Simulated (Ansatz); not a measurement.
# BaLaCo2O6: band edges up the ladder

Aim: the gap, band edges and levels at named points of BaLaCo2O6.

Computed with Ansatz 0.2.0 (DFT PBEsol, scalar-relativistic, plane waves, PAW, unless a step's input says otherwise).

That is the level of the relaxation; later steps name their own.

### Step 1. The system as given

It takes space group P4/mmm (No. 123, tetragonal). Conventional cell: a = 5.517 Å, b = 5.517 Å, c = 3.901 Å, α = 90.00°, β = 90.00°, γ = 90.00°. Ba (site symmetry 4/mmm) is surrounded by 12 O at 2.76 Å. La (site symmetry 4/mmm) has 12 O at 2.76 Å as nearest neighbours. Co (site symmetry mmm) has 6 O at 1.95 Å as nearest neighbours. Around O (site symmetry mmm) lie 2 Co at 1.95 Å and 2 Ba at 2.76 Å and 2 La at 2.76 Å. O (site symmetry m2m) has 2 Co at 1.95 Å and 2 Ba at 2.76 Å and 2 La at 2.76 Å as nearest neighbours.

Structure file:

```cif
data_structure
_symmetry_space_group_name_H-M 'P4/mmm'
_symmetry_Int_Tables_number 123
_cell_length_a 5.5166
_cell_length_b 5.5166
_cell_length_c 3.9008
_cell_angle_alpha 90.000
_cell_angle_beta 90.000
_cell_angle_gamma 90.000
_cell_volume 118.71
loop_
_atom_site_label
_atom_site_type_symbol
_atom_site_symmetry_multiplicity
_atom_site_Wyckoff_symbol
_atom_site_fract_x
_atom_site_fract_y
_atom_site_fract_z
_atom_site_occupancy
Ba1 Ba 1 a 0.00000 0.00000 0.00000 1
La1 La 1 c 0.50000 0.50000 0.00000 1
Co1 Co 2 e 0.00000 0.50000 0.50000 1
O1 O 2 f 0.00000 0.50000 0.00000 1
O2 O 4 k 0.75000 0.25000 0.50000 1
```

(A quick probe on a coarse mesh, which set the mesh and smearing, is not shown.)

### Step 3. Rough relaxation on the coarse mesh

Contents of input.yaml:

```yaml
crystal:
  lattice:
    - [-3.9007965, 3.9007965, 3.9007965]
    - [3.9007965, -3.9007965, 3.9007965]
    - [3.9007965, 3.9007965, -3.9007965]
  atoms:
    - { symbol: Ba, position: [0.0, 0.0, 0.0] }
    - { symbol: Ba, position: [0.5, 0.5, 0.0] }
    - { symbol: La, position: [0.5, 0.0, 0.5] }
    - { symbol: La, position: [0.0, 0.5, 0.5] }
    - { symbol: Co, position: [0.5, 0.5, 0.5] }
    - { symbol: Co, position: [0.0, 0.0, 0.5] }
    - { symbol: Co, position: [0.0, 0.5, 0.0] }
    - { symbol: Co, position: [0.5, 0.0, 0.0] }
    - { symbol: O, position: [0.25, 0.25, 0.5] }
    - { symbol: O, position: [0.75, 0.75, 0.5] }
    - { symbol: O, position: [0.75, 0.25, 0.0] }
    - { symbol: O, position: [0.25, 0.75, 0.0] }
    - { symbol: O, position: [0.5, 0.25, 0.25] }
    - { symbol: O, position: [0.0, 0.75, 0.25] }
    - { symbol: O, position: [0.0, 0.25, 0.75] }
    - { symbol: O, position: [0.5, 0.75, 0.75] }
    - { symbol: O, position: [0.25, 0.5, 0.25] }
    - { symbol: O, position: [0.75, 0.0, 0.25] }
    - { symbol: O, position: [0.75, 0.5, 0.75] }
    - { symbol: O, position: [0.25, 0.0, 0.75] }
basis:
  ecutwfc: 420
kpoints:
  mp_grid: { grid: [4, 4, 4] }
hamiltonian:
  xc: pbesol
scf:
  occupations: { method: gaussian, width: 0.1 }
output:
  forces: true
  stress: true
  eigenvalues: true
relax:
  adjacent_minimum: "off"
  f_tol: 0.05
  max_steps: 80
  cell: { stress_tol: 0.5 }
```

On the command line:

```bash
$ ansatz run input.yaml --threads 4 --pin off --max-ram 10240MiB --backend cpu --events-out ev --progress --plain --runs-dir out
```

Further runs follow: relaxing cell and atoms; the run at PBEsol.

**Question.** What will these runs give? Wanted: relaxed cell; volume; gap, PBEsol.

**Answer**, as computed:

| quantity | value |
| --- | --- |
| relaxed cell (conventional) | a = 5.436 Å, b = 5.436 Å, c = 3.732 Å, α = 90.00°, β = 90.00°, γ = 90.00° |
| space group (0.01 Å) | P4/mmm (No. 123) |
| volume | 11.03 Å³/atom |
| gap, PBEsol | 0.00 eV |

What this shows: The cell shrank by 7.1 % in volume on relaxing. At PBEsol the bands touch or overlap. Spin-orbit coupling is left out for La. The final runs have no spin polarisation, so no magnetic state was tried and one may lie lower.
